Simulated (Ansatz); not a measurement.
Runs of Ansatz 0.2.0 on TaTl. The structure is cubic, space group Pm-3m (No. 221). The conventional cell has a = 3.622 Å, b = 3.622 Å, c = 3.622 Å, α = 90.00°, β = 90.00°, γ = 90.00°. Ta (site symmetry m-3m) has 8 Tl at 3.14 Å as nearest neighbours. Tl (site symmetry m-3m) has 8 Ta at 3.14 Å as nearest neighbours. The cell was built by a generator and needn't be a form met in nature.

```tsv
task	level	spin	cell	k mesh	cutoff (eV)	points for each segment of the path	target pressure (GPa)	gap on the mesh (eV)	pressure (GPa)
band structure	LDA	off	as given	5 × 5 × 5	420	14	-	none	-19.9
band structure	revPBE	off	as given	7 × 7 × 7	420	14	-	none	(a)
relaxation of cell and atoms	PBE	off	relaxed to 2 GPa	7 × 7 × 7	420	-	2	none	2.0
relaxation of cell and atoms	PBE	off	relaxed to 5 GPa	7 × 7 × 7	420	-	5	none	5.0
band structure	PBE	off	as given	7 × 7 × 7	420	14	-	none	(c)
band structure	LDA	SOC, no magnetisation	as given	5 × 5 × 5	420	14	-	none	-20.2
band structure	RPBE	off	as given	7 × 7 × 7	420	14	-	none	-11.3
band structure	PBEsol	off	as given	7 × 7 × 7	420	14	-	none	(b)
band structure	BLYP	off	as given	7 × 7 × 7	420	14	-	none	-8.1
relaxation of cell and atoms	LDA	off	relaxed	5 × 5 × 5	420	-	-	none	0.0
band structure	r2SCAN	off	as given	7 × 7 × 7	500	14	-	none	-16.4
```

Alike in all rows: potentials or basis Ansatz PAW; smearing fermi-dirac 0.05 eV.

Estimate the missing entries.

(a) -11.9; (b) -17.8; (c) -13.5.

Caveats: the PAW data sets come from PBE, with cores solved anew for the run's functional, which leaves a small shift of forces and pressure (some runs); spin-orbit coupling is left out, which moves the levels of the heavy elements (some runs); the plane-wave basis is chosen anew once the cell has moved, so the energies of steps on either side of that aren't comparable (some runs).

A k mesh can miss the band edges, and rows without SOC leave out spin-orbit coupling on Ta, Tl.

A gap of «none» marks a metal or a gap under the smearing width.
